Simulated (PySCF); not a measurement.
# C5H9BrOSi: magnetic properties

Wanted: magnetic properties for C5H9BrOSi (`C/C([SiH3])=C(/C)C(=O)Br`).

Computed with PySCF 2.14.0 and routines of our own; the level stands in each step. Atoms count from 0.

### 1 The system as given

17 atoms, charge 0, multiplicity 1; geometry from: GFN2-xTB.

### 2 Magnetic properties: GIAO B3LYP/pcSseg-1

The job: settings as JSON, then the geometry in Å.

```
{"job": {"kind": "mag", "xc": "B3LYP", "basis": "pcSseg-1", "isotopologues": 2}, "charge": 0, "multiplicity": 1}
C      0.625785     1.813417     0.517044
C      0.439404     0.369615     0.188201
Si     1.931118    -0.769036     0.520030
C     -0.723491    -0.121845    -0.303503
C     -0.918551    -1.565651    -0.648707
C     -1.846651     0.782417    -0.473617
O     -1.890459     1.968461    -0.446640
Br    -3.610421    -0.138509    -0.738158
H     -0.191519     2.193963     1.130315
H      0.622808     2.407474    -0.397866
H      1.564527     1.985182     1.036411
H      2.975987     0.042969     1.142753
H      1.526408    -1.841393     1.429626
H      2.413449    -1.308321    -0.753389
H     -1.547618    -2.055848     0.094178
H     -1.410872    -1.665241    -1.614796
H      0.033098    -2.085624    -0.691790
```

Level: GIAO B3LYP/pcSseg-1 magnetisability, rotational g tensor and spin-rotation constants, non-relativistic, gas phase.

Run with:

```bash
> OMP_NUM_THREADS=1 python excited_run.py task.json out
```

The driver reads the jobs from task.json and runs them one after another.

What it wrote:

```text
coarse grid: 67072 points
cycle   1  E = -3134.3860671659  dE = -2.814e-01  |g| = 1.121e+00  |ddm| = 3.959e+00
cycle   2  E = -3133.5320448023  dE =  8.540e-01  |g| = 2.276e+00  |ddm| = 2.454e+00
cycle   3  E = -3134.4984561549  dE = -9.664e-01  |g| = 4.783e-01  |ddm| = 2.250e+00
cycle   4  E = -3134.5416562644  dE = -4.320e-02  |g| = 1.648e-01  |ddm| = 6.032e-01
cycle   5  E = -3134.5471523286  dE = -5.496e-03  |g| = 7.289e-02  |ddm| = 2.158e-01
cycle   6  E = -3134.5482202887  dE = -1.068e-03  |g| = 3.053e-02  |ddm| = 9.601e-02
cycle   7  E = -3134.5484591350  dE = -2.388e-04  |g| = 5.454e-03  |ddm| = 2.961e-02
cycle   8  E = -3134.5484649049  dE = -5.770e-06  |g| = 2.098e-03  |ddm| = 7.106e-03
final grid: 140600 points
cycle   9  E = -3134.5483183294  dE =  1.840e-06  |g| = 3.584e-03  |ddm| = 6.679e-03
cycle  10  E = -3134.5483108201  dE =  7.509e-06  |g| = 6.750e-03  |ddm| = 9.351e-03
cycle  11  E = -3134.5483213032  dE = -1.048e-05  |g| = 8.999e-04  |ddm| = 6.069e-03
cycle  12  E = -3134.5483214871  dE = -1.839e-07  |g| = 1.271e-04  |ddm| = 9.690e-04
cycle  13  E = -3134.5483214903  dE = -3.150e-09  |g| = 2.667e-05  |ddm| = 1.295e-04
cycle  14  E = -3134.5483214904  dE = -1.264e-10  |g| = 1.279e-05  |ddm| = 3.205e-05
converged SCF energy = -3134.5483214904

Magnetisability tensor (1e-30 J/T^2)
    -1461.85      -61.01       52.76
      -61.01    -1376.12       14.56
       52.76       14.56    -1584.78
isotropic -1474.25   principal values   -1609.90  -1469.02  -1343.84
isotropic susceptibility -88.781 1e-6 cm^3/mol

Inertial axes            a          b          c
rot. const./GHz      2.5284     0.5521     0.4615
chi total           -86.820    -82.854    -96.670
chi diamagnetic    -628.348  -2127.366  -2562.773
chi paramagnetic    541.528   2044.512   2466.103
quadrupole/D A        1.756     -1.874      0.118
g nuclear            0.5985     0.5201     0.5289
g electronic        -0.6432    -0.5303    -0.5347
g total             -0.0447    -0.0102    -0.0058

Spin-rotation constants (kHz, H = +C I.J)
atom  isotope        aa         bb         cc
  7   79Br        2.923      1.868      1.375
  8     1H       -0.143     -0.040     -0.022
  9     1H       -0.261     -0.038     -0.005
 10     1H        0.042     -0.051     -0.050
 11     1H       -0.004     -0.029     -0.044
 12     1H       -0.238     -0.018     -0.008
 13     1H       -0.230     -0.037      0.006
 14     1H       -0.223     -0.040     -0.009
 15     1H       -0.142     -0.048     -0.016
 16     1H       -0.025     -0.035     -0.057
  0    13C*       0.475      0.085      0.075
  1    13C*       1.253      0.290      0.062
  2   29Si*      -1.323     -0.301     -0.291
  3    13C*       0.906      0.269      0.087
  4    13C*       0.407      0.087      0.080
  5    13C*       1.342      0.185      0.159
  6    17O*      -1.483     -0.526     -0.086
* in the singly substituted isotopologue

Isotopologues: g along a, b, c
2H    at 8,9,10,11,12,1    -0.0375    -0.0097    -0.0055
13C   at 0                 -0.0440    -0.0102    -0.0058
```

Run time: 90 s. Hardware: 1 thread of Arm Neoverse N1, shared host; peak memory 0.97 GiB.

In short:

| quantity | value |
| --- | --- |
| magnetisability | -1474·10⁻³⁰ J/T² |
| molar susceptibility | -88.8·10⁻⁶ cm³/mol |
| rotational g (a, b, c) | -0.0447, -0.0102, -0.0058 |

### 3 Magnetic properties: GIAO OPBE/pcSseg-1

Settings changed since step 2:

```diff
@@ -1,2 +1,2 @@
-{"job": {"kind": "mag", "xc": "B3LYP", "basis": "pcSseg-1", "isotopologues": 2}, "charge": 0, "multiplicity": 1}
+{"job": {"kind": "mag", "xc": "OPBE", "basis": "pcSseg-1"}, "charge": 0, "multiplicity": 1}
 C      0.625785     1.813417     0.517044
```

With the program's defaults for keys left out, this is: GIAO OPBE/pcSseg-1 magnetisability, rotational g tensor and spin-rotation constants, non-relativistic, gas phase.

What it wrote:

```text
coarse grid: 67072 points
cycle   1  E = -3134.9055985572  dE = -4.302e-01  |g| = 1.077e+00  |ddm| = 4.058e+00
cycle   2  E = -3133.3726365312  dE =  1.533e+00  |g| = 2.720e+00  |ddm| = 3.081e+00
cycle   3  E = -3134.9580492662  dE = -1.585e+00  |g| = 6.538e-01  |ddm| = 3.012e+00
cycle   4  E = -3135.0445719545  dE = -8.652e-02  |g| = 2.914e-01  |ddm| = 9.531e-01
cycle   5  E = -3135.0588662454  dE = -1.429e-02  |g| = 1.721e-01  |ddm| = 4.407e-01
cycle   6  E = -3135.0654298103  dE = -6.564e-03  |g| = 7.953e-02  |ddm| = 2.433e-01
cycle   7  E = -3135.0671224894  dE = -1.693e-03  |g| = 1.634e-02  |ddm| = 7.703e-02
cycle   8  E = -3135.0671861867  dE = -6.370e-05  |g| = 5.522e-03  |ddm| = 2.355e-02
cycle   9  E = -3135.0671938326  dE = -7.646e-06  |g| = 2.246e-03  |ddm| = 9.829e-03
final grid: 140600 points
cycle  10  E = -3135.0670356564  dE =  4.766e-06  |g| = 4.807e-03  |ddm| = 1.116e-02
cycle  11  E = -3135.0670057941  dE =  2.986e-05  |g| = 1.171e-02  |ddm| = 2.196e-02
cycle  12  E = -3135.0670410787  dE = -3.528e-05  |g| = 2.184e-03  |ddm| = 1.513e-02
cycle  13  E = -3135.0670420716  dE = -9.930e-07  |g| = 2.965e-04  |ddm| = 2.140e-03
cycle  14  E = -3135.0670420918  dE = -2.017e-08  |g| = 5.832e-05  |ddm| = 2.855e-04
cycle  15  E = -3135.0670420928  dE = -9.491e-10  |g| = 2.459e-05  |ddm| = 8.901e-05
converged SCF energy = -3135.0670420928

Magnetisability tensor (1e-30 J/T^2)
    -1457.64      -58.15       51.66
      -58.15    -1377.12       14.16
       51.66       14.16    -1581.17
isotropic -1471.97   principal values   -1605.08  -1464.80  -1346.05
isotropic susceptibility -88.644 1e-6 cm^3/mol

Inertial axes            a          b          c
rot. const./GHz      2.5284     0.5521     0.4615
chi total           -86.606    -82.916    -96.411
chi diamagnetic    -625.404  -2125.576  -2559.965
chi paramagnetic    538.798   2042.660   2463.554
quadrupole/D A        1.026     -0.645     -0.381
g nuclear            0.5985     0.5201     0.5289
g electronic        -0.6400    -0.5299    -0.5342
g total             -0.0415    -0.0098    -0.0053

Spin-rotation constants (kHz, H = +C I.J)
atom  isotope        aa         bb         cc
  7   79Br        3.179      1.814      1.315
  8     1H       -0.137     -0.040     -0.022
  9     1H       -0.255     -0.038     -0.004
 10     1H        0.048     -0.051     -0.049
 11     1H       -0.004     -0.028     -0.043
 12     1H       -0.235     -0.018     -0.007
 13     1H       -0.226     -0.036      0.007
 14     1H       -0.220     -0.039     -0.008
 15     1H       -0.138     -0.047     -0.015
 16     1H       -0.021     -0.034     -0.056
  0    13C*       0.456      0.080      0.070
  1    13C*       1.171      0.264      0.060
  2   29Si*      -1.268     -0.289     -0.279
  3    13C*       0.877      0.248      0.083
  4    13C*       0.392      0.082      0.076
  5    13C*       1.233      0.173      0.151
  6    17O*      -1.393     -0.482     -0.087
* in the singly substituted isotopologue
```

Wall time 1.7 min (1 thread of Arm Neoverse N1, shared host); peak memory 0.79 GiB.

From this job:

```csv
quantity,value
magnetisability,-1472·10⁻³⁰ J/T²
molar susceptibility,-88.6·10⁻⁶ cm³/mol
"rotational g (a, b, c)","-0.0415, -0.0098, -0.0053"
```

### 4 The levels compared

```
              level  ξ (10⁻³⁰ J/T²)     g(a)     g(b)  gap (eV)  functions     time
GIAO B3LYP/pcSseg-1           -1474  -0.0447  -0.0102      4.98        212     90 s
 GIAO OPBE/pcSseg-1           -1472  -0.0415  -0.0098      3.27        212  1.7 min
```

### 5 Results

| quantity | value |
| --- | --- |
| magnetisability (step 2, GIAO B3LYP/pcSseg-1) | -1474·10⁻³⁰ J/T² |
| molar susceptibility (step 2, GIAO B3LYP/pcSseg-1) | -88.8·10⁻⁶ cm³/mol |
| rotational g (a, b, c) (step 2, GIAO B3LYP/pcSseg-1) | -0.0447, -0.0102, -0.0058 |
| magnetisability over the levels | -1474 to -1472·10⁻³⁰ J/T² |

**Reading.** Steps that list no spin-orbit terms leave them out, which matters at and beside the heavy atoms. The magnetisability spreads by 0.2 % over 2 levels of like cost. Two levels can agree by chance, so this spread shows no convergence. Vibrational averaging and real surroundings are missing from these values.
